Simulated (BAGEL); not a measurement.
**AsH3 (arsine): HF/STO-3G (density fitting with qzvpp-jkfit)**

Aim: the vertical ionisation energy of AsH3 (arsine) at HF/STO-3G (density fitting with qzvpp-jkfit), from 2 runs. 

The results are computed with BAGEL 1.2.2.

8 further runs of the same task are left out: 1 that didn't finish, 7 set aside as unsound or not needed. Runs told in other sessions of the task aren't counted.

### Step 1. The system as given

The species is AsH3 (4 atoms), meant as a singlet with charge 0. SMILES: `[AsH3]`. Geometry: relaxed at PBE0-D4/def2-TZVP.

Bond lengths: As1–H2 1.522 Å, As1–H3 1.522 Å, As1–H4 1.522 Å. Angles: H2–As1–H3 92.0°, H2–As1–H4 92.0°, H3–As1–H4 92.0°.

### Step 2. A single-point energy at HF/STO-3G (density fitting with qzvpp-jkfit)

Contents of input.json:

```json
{ "bagel": [

{
  "title": "molecule",
  "basis": "sto-3g",
  "df_basis": "qzvpp-jkfit",
  "angstrom": true,
  "geometry": [
    { "atom": "As", "xyz": [      -0.215800,       0.487600,      -0.346000 ] },
    { "atom": "H", "xyz": [       0.349900,       0.630300,       1.059400 ] },
    { "atom": "H", "xyz": [      -1.068000,      -0.705500,       0.061100 ] },
    { "atom": "H", "xyz": [       0.933900,      -0.412500,      -0.774500 ] }
  ]
},

{ "title": "hf" },

{ "title": "print", "file": "orbitals.molden", "orbitals": true }

]}
```

On the command line:

```
$ BAGEL_NUM_THREADS=1 BAGEL input.json > input.out
```

What it wrote:

```text
* using 1 threads per process

  ===============================================================
  ===============================================================

  *** Geometry ***

  { "atom" : "As", "xyz" : [     -0.407803,      0.921430,     -0.653845 ] },
  { "atom" : "H", "xyz" : [      0.661215,      1.191094,      2.001976 ] },
  { "atom" : "H", "xyz" : [     -2.018228,     -1.333202,      0.115462 ] },
  { "atom" : "H", "xyz" : [      1.764815,     -0.779512,     -1.463593 ] },

  Number of auxiliary basis functions:      320

  Since a DF basis is specified, we compute 2- and 3-index integrals:
    o Being stored without compression. Storage requirement is 0.001 GB

  Number of basis functions:       21
  Number of electrons      :       36

    * METHOD: MOLECULE                             0.12

  *** RHF ***

  === Nuclear Repulsion ===
    35.1531779366

      * DIIS with orbital gradients will be used.

  === RHF iteration (sto-3g) ===
      0      -2211.00431445          0.00425263           0.01
      1      -2211.00807519          0.00053878           0.01
      2      -2211.00819101          0.00014097           0.01
      3      -2211.00819980          0.00000531           0.01
      4      -2211.00819981          0.00000084           0.01
      5      -2211.00819981          0.00000005           0.01
      6      -2211.00819981          0.00000001           0.01
    * SCF iteration converged.

    * Permanent dipole moment:
           (   -0.112423,     0.254055,    -0.180255) a.u.

    * METHOD: HF                                   0.19

    * METHOD: PRINT                                0.00

  ===============================================================
```

It took 0.65 s on 1 thread of Intel Xeon Platinum 8259CL at 2.50GHz (Skylake/Cascade Lake), shared host; peak memory 0.14 GiB.

### Step 3. The doublet cation, same level

Contents of calc.json:

```json
{ "bagel": [

{
  "title": "molecule",
  "basis": "sto-3g",
  "df_basis": "qzvpp-jkfit",
  "angstrom": true,
  "geometry": [
    { "atom": "As", "xyz": [      -0.215800,       0.487600,      -0.346000 ] },
    { "atom": "H", "xyz": [       0.349900,       0.630300,       1.059400 ] },
    { "atom": "H", "xyz": [      -1.068000,      -0.705500,       0.061100 ] },
    { "atom": "H", "xyz": [       0.933900,      -0.412500,      -0.774500 ] }
  ]
},

{ "title": "uhf", "charge": 1, "nopen": 1 },

{ "title": "print", "file": "orbitals.molden", "orbitals": true }

]}
```

On the command line:

```
$ BAGEL_NUM_THREADS=1 BAGEL calc.json > calc.out
```

What it wrote:

```text
* using 1 threads per process

  ===============================================================
  ===============================================================

  *** Geometry ***

  { "atom" : "As", "xyz" : [     -0.407803,      0.921430,     -0.653845 ] },
  { "atom" : "H", "xyz" : [      0.661215,      1.191094,      2.001976 ] },
  { "atom" : "H", "xyz" : [     -2.018228,     -1.333202,      0.115462 ] },
  { "atom" : "H", "xyz" : [      1.764815,     -0.779512,     -1.463593 ] },

  Number of auxiliary basis functions:      320

  Since a DF basis is specified, we compute 2- and 3-index integrals:
    o Being stored without compression. Storage requirement is 0.001 GB

  Number of basis functions:       21
  Number of electrons      :       36

    * METHOD: MOLECULE                             0.08

  *** Open-shell HF ***

  === Nuclear Repulsion ===
    35.1531779366

      * DIIS with orbital gradients will be used.

  === UHF iteration (sto-3g) ===
      0      -2210.72675298          0.01188047           0.02
      1      -2210.73593788          0.00335882           0.02
      2      -2210.73671329          0.00137127           0.02
      3      -2210.73699062          0.00019479           0.02
      4      -2210.73705722          0.00008515           0.01
      5      -2210.73709548          0.00004576           0.02
      6      -2210.73711390          0.00001008           0.02
      7      -2210.73711482          0.00000073           0.02
      8      -2210.73711482          0.00000029           0.02
      9      -2210.73711483          0.00000004           0.02
     10      -2210.73711483          0.00000000           0.02
    * SCF iteration converged.

    * S^2 (UHF) is 0.7536

    * Permanent dipole moment:
           (   -0.008786,     0.019816,    -0.014053) a.u.

    * METHOD: UHF                                  0.30

    * METHOD: PRINT                                0.00

  ===============================================================
```

Wall time 0.77 s (1 thread of Intel Xeon Platinum 8259CL at 2.50GHz (Skylake/Cascade Lake), shared host); peak memory 0.14 GiB.

### Step 4. What came out

Level: HF/STO-3G (density fitting with qzvpp-jkfit).

| quantity | value |
| --- | --- |
| singlet AsH3: total energy | -2211.00820 Eh |
| singlet AsH3: dipole moment | 0.84 D |
| singlet AsH3: HOMO energy | -7.91 eV |
| singlet AsH3: LUMO energy | 11.10 eV |
| singlet AsH3: HOMO–LUMO gap | 19.01 eV |
| doublet cation: total energy | -2210.73711 Eh |
| doublet cation: ⟨S²⟩ | 0.754 |
| vertical ionisation energy (to the doublet cation) | 7.377 eV |

In words: Removing an electron at fixed nuclei costs 7.38 eV (712 kJ/mol). The negative HOMO energy of the first species, 7.91 eV, lies 0.53 eV above that difference. In a minimal basis such a difference can be off by several eV, whatever the method.
